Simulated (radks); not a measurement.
# Ge in [Ar] 3d10 4s2 4p2: an all-electron calculation

One table from this session's results is given with a row withheld; the runs are named, their logs left out.

The numbers are computed with radks (a radial shooting solver on a logarithmic mesh, Libxc functionals) version 1 (scalar-relativistic Kohn-Sham, PBE, spin-polarised, spherical densities, finite nucleus; open shells are filled with parallel spins first), except any that are marked as measured or tabulated.

### Starting point

| Quantity | Value |
| --- | --- |
| element | germanium (Z = 32) |
| charge | 0 |
| electrons | 32 |
| configuration | [Ar] 3d10 4s2 4p2 |
| nuclear rms radius | 4.0742 fm |

Outer shells as boxes (Hund's rule):

Ge
```
[Ar] core
3d [↑↓][↑↓][↑↓][↑↓][↑↓]
4s [↑↓]
4p [↑ ][↑ ][  ]
```

The first run:

The run's settings:

```text
Z 32
configuration [Ar] 3d10 4s2 4p2 5s0 4d0 5p0 4f0
relativity scalar-relativistic
functional pbe,pbe
spin polarised
nucleus finite rms 4.0742 fm
c 137.035999084
```

Steps of the session up to this table: Self-consistent calculation.

One of the session's tables, all rows but one given; the rest of the session is left out.

It belongs to the step «Shells». Sizes of the orbitals, from the radial functions (bohr):

```
  level      <r>  outermost maximum (interpolated)  90 % within  nodes
  1s up  0.04700                            0.0307       0.0840      0
1s down  0.04700                            0.0307       0.0840      0
  2s up   0.2100                             0.176        0.325      1
2s down   0.2100                             0.176        0.325      1
  2p up   0.1837                             0.141        0.300      0
2p down   0.1837                             0.141        0.300      0
  3s up   0.6242                             0.542        0.934      2
3s down   0.6241                             0.542        0.933      2
  3p up   0.6472                             0.543        0.995      1
3p down        ?                                 ?            ?      ?
  3d up   0.7389                             0.504         1.26      0
3d down   0.7342                             0.504         1.24      0
  4s up    2.123                              1.76         3.21      3
4s down    2.108                              1.73         3.20      3
  4p up    2.851                              2.22         4.47      2
4p down    2.939                              2.20         4.68      2
```

Q: Estimate the row for 3p down from the others.

**Answer.** <r>: 0.6469; outermost maximum (interpolated): 0.543; 90 % within: 0.994; nodes: 1. In the column «<r>» it lies between 3s up (0.6242) and 3p up (0.6472).

Caveats from the session: Open shells are spherical and high-spin; term and fine-structure splittings are not resolved.
